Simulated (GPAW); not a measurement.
WAu:

```
CELL_PARAMETERS angstrom
0.00000 2.74798 2.74798
2.74798 0.00000 2.74798
2.74798 2.74798 0.00000
ATOMIC_POSITIONS crystal
W 0.00000 0.00000 0.00000
Au 0.75000 0.75000 0.75000
```

The cell was built by a generator and needn't be a form met in nature.

- Program: GPAW 26.7.0
- Task: relaxation of cell and atoms
- Functional: revPBE
- Dispersion: D3(BJ)
- Potentials or basis: the program's PAW data sets (release 1.2.1) made for this functional
- Cutoff: 600 eV
- Basis: pw
- k mesh: 8 × 8 × 8
- Occupations: fermi-dirac, width 0.05 eV
- Spin: no spin polarisation

At the start: pressure 27.5 GPa; volume 20.75 Å³/atom.

How do energy, volume and symmetry change on relaxing?

Over 4 steps the energy falls by 232.4 meV/atom and the volume is 23.83 Å³/atom (+14.8 %); space group F-43m (No. 216, to 0.05 Å).

The path:
| step | energy change (eV) | largest force (eV/Å) | pressure (GPa) | volume (Å³) |
| --- | --- | --- | --- | --- |
| 1 | 0.0000 | 0.0000 | 27.50 | 41.50 |
| 2 | -0.3768 | 0.0000 | 10.34 | 44.79 |
| 3 | -0.4624 | 0.0000 | 1.56 | 47.19 |
| 4 | -0.4648 | 0.0000 | 0.13 | 47.66 |

Final structure:
```yaml
crystal:
  lattice:
    - [0.00000, 2.87767, 2.87767]
    - [2.87767, 0.00000, 2.87767]
    - [2.87767, 2.87767, 0.00000]
  atoms:
    - { symbol: W, position: [0.00000, 0.00000, 0.00000] }
    - { symbol: Au, position: [0.75000, 0.75000, 0.75000] }
```

Caveat: with this Au data set, volumes or pressures lay over 1.5 % or 2 GPa off other programs in two to four cells of ten; later steps reuse the first step's grids; pairwise dispersion overbinds metals, which lowers pressure and volume.
